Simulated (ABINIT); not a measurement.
InSb3:

```xyz
4
Lattice="0.0000 3.7946 3.7946 3.7946 0.0000 3.7946 3.7946 3.7946 0.0000" Properties=species:S:1:pos:R:3 pbc="T T T"
Sb    3.7946    3.7946    3.7946
Sb    5.6918    5.6918    5.6918
Sb    1.8973    1.8973    1.8973
In    0.0000    0.0000    0.0000
```

The cell comes from a database or a generator and needn't be the stable form of this composition.

| Property | Result |
| --- | --- |
| Program | ABINIT 10.8.3 (patched build) |
| Task | single point |
| Functional | PBEsol |
| Potentials or basis | PseudoDojo NC SR PBEsol v0.4.1 standard |
| Cutoff | 1088 eV |
| k mesh | 6 × 6 × 6 |
| Occupations | fermi-dirac, width 0.05 eV |
| Spin | no spin polarisation |

On this cell: pressure -3.1 GPa; largest force zero by symmetry; band gap on the k mesh none (metal or under the smearing width).

The same run follows on a disturbed copy (atoms moved at random, drawn with an rms of 0.05 Å):

```
Sb In
1.0
     0.00000    3.79455    3.79455
     3.79455    0.00000    3.79455
     3.79455    3.79455    0.00000
Sb In
3 1
Direct
  0.50548 0.51132 0.48481
  0.75134 0.75080 0.73194
  0.24282 0.26316 0.24665
  0.99144 0.99482 0.00917
```

Task: What does the disturbed cell give?

Result: The energy (extrapolated to zero smearing) moves by +3.4 meV/atom; pressure -3.0 GPa; largest force 0.189 eV/Å; band gap on the k mesh none (metal or under the smearing width).

Forces in eV/Å, atoms in the order of the input:
```
Sb   0.023  0.030 -0.085
Sb   0.101  0.057 -0.024
Sb  -0.075  0.002 -0.050
In  -0.050 -0.089  0.160
```

Stress tensor (GPa, compression positive):
```
-2.92  0.06  0.06
 0.06 -3.06  0.28
 0.06  0.28 -3.00
```
